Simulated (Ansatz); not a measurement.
# CH3F3SSi: one species, many methods

How much do the methods differ for CH3F3SSi? The plan is to run it at one geometry with functionals of several rungs and with coupled cluster. The yardstick is the atomisation energy at the CCSD(T) limit.

Method: functionals in def2-TZVPP, the program's frozen cores in correlated methods; program: Ansatz 0.2.0, Gaussian basis.

Levels to be run: PBE-D4, r2SCAN-D4, PBE0-D4, B3LYP-D4, ωB97X-V, ωB97M-V, B2PLYP; CCSD(T)/def2-TZVPP; MP2/def2-QZVPP; extrapolation to the limit.

## Step 1: Structure used throughout

An earlier PBE0-D4 in a triple-zeta def2 set relaxation fixed the geometry.

SMILES `F[Si](F)(F)CS`, 9 atoms, charge 0, spin multiplicity 1.

Atoms are counted from 1 here; the program's logs count them from 0.

Bond lengths: F1–Si2 1.574 Å, Si2–F3 1.574 Å, Si2–F4 1.577 Å, Si2–C5 1.843 Å, C5–S6 1.810 Å, C5–H7 1.093 Å, C5–H8 1.093 Å, S6–H9 1.342 Å. Angles: F1–Si2–F3 107.8°, F1–Si2–F4 107.8°, F1–Si2–C5 112.1°, F3–Si2–F4 107.7°, F3–Si2–C5 112.1°, F4–Si2–C5 109.2°, Si2–C5–S6 112.1°, Si2–C5–H7 107.3°, Si2–C5–H8 107.4°, S6–C5–H7 110.7°, S6–C5–H8 110.8°, H7–C5–H8 108.3°, C5–S6–H9 96.7°.

As a file:

```
atom     x (Å)     y (Å)     z (Å)
  F1   0.39897  -2.18903  -0.42288
 Si2   0.69340  -0.67893  -0.75451
  F3   2.19877  -0.39304  -0.39524
  F4   0.52577  -0.48662  -2.31035
  C5  -0.45745   0.46141   0.12438
  S6  -0.34354   0.29119   1.92320
  H7  -0.20582   1.47951  -0.18490
  H8  -1.46966   0.23776  -0.22329
  H9  -1.25215   1.23156   2.22639
```

## Step 2: PBE-D4 (GGA)

Contents of in.yaml:

```yaml
crystal:
  periodic: [false, false, false]
  atoms:
    - {symbol: F, position_ang: [0.398973, -2.189027, -0.422880]}
    - {symbol: Si, position_ang: [0.693400, -0.678935, -0.754509]}
    - {symbol: F, position_ang: [2.198774, -0.393040, -0.395235]}
    - {symbol: F, position_ang: [0.525767, -0.486624, -2.310355]}
    - {symbol: C, position_ang: [-0.457448, 0.461414, 0.124382]}
    - {symbol: S, position_ang: [-0.343542, 0.291186, 1.923196]}
    - {symbol: H, position_ang: [-0.205820, 1.479508, -0.184898]}
    - {symbol: H, position_ang: [-1.469657, 0.237756, -0.223295]}
    - {symbol: H, position_ang: [-1.252148, 1.231562, 2.226393]}
basis:
  gaussian: {orbitals: def2-TZVPP}
hamiltonian: {xc: pbe, dispersion: d4}
output: {forces: true, orbitals: {seedname: orbitals}}
```

Command:

```console
$ ansatz run in.yaml --threads 4 --pin off --events-out ev --progress --plain --max-ram 10444MiB
```

Further steps of the session: r2SCAN-D4 (meta-GGA); PBE0-D4 (hybrid); B3LYP-D4 (hybrid); ωB97X-V (range-separated); ωB97M-V (range-separated); B2PLYP (double hybrid); CCSD(T) in def2-TZVPP; MP2 in def2-QZVPP.

Q: Predict the results of all the runs planned. Wanted: atomisation energy, CCSD(T)/CBS; farthest; mean size of error, hybrid; mean size of error, range-separated; gap, smallest and largest; T1 diagnostic; triples share of the correlation energy.

**Answer**, as computed:

| quantity | value |
| --- | --- |
| atomisation energy, CCSD(T)/CBS | 37.828 eV |
| functionals within 0.189 eV (0.5 %) | r2SCAN-D4, ωB97X-V, ωB97M-V |
| farthest | B2PLYP (-0.679 eV) |
| mean size of error, hybrid | 0.502 eV |
| mean size of error, range-separated | 0.076 eV |
| gap, smallest and largest | 5.03 eV (PBE-D4), 11.73 eV (ωB97X-V) |
| T1 diagnostic | 0.0114 |
| triples share of the correlation energy | 3.2 % |

PBE-D4 is off by +0.341 eV. Double hybrids carry the basis error of their MP2 part in triple zeta, and no dispersion term here, so their miss is partly the set-up's. Misses under about 0.189 eV are within the doubt on the reference itself, which lacks core-valence correlation, relativity and higher excitations. Hartree-Fock recovers 73 % of the binding; the rest is correlation. Orbital gaps span 5.0 to 11.7 eV; exact exchange widens them.
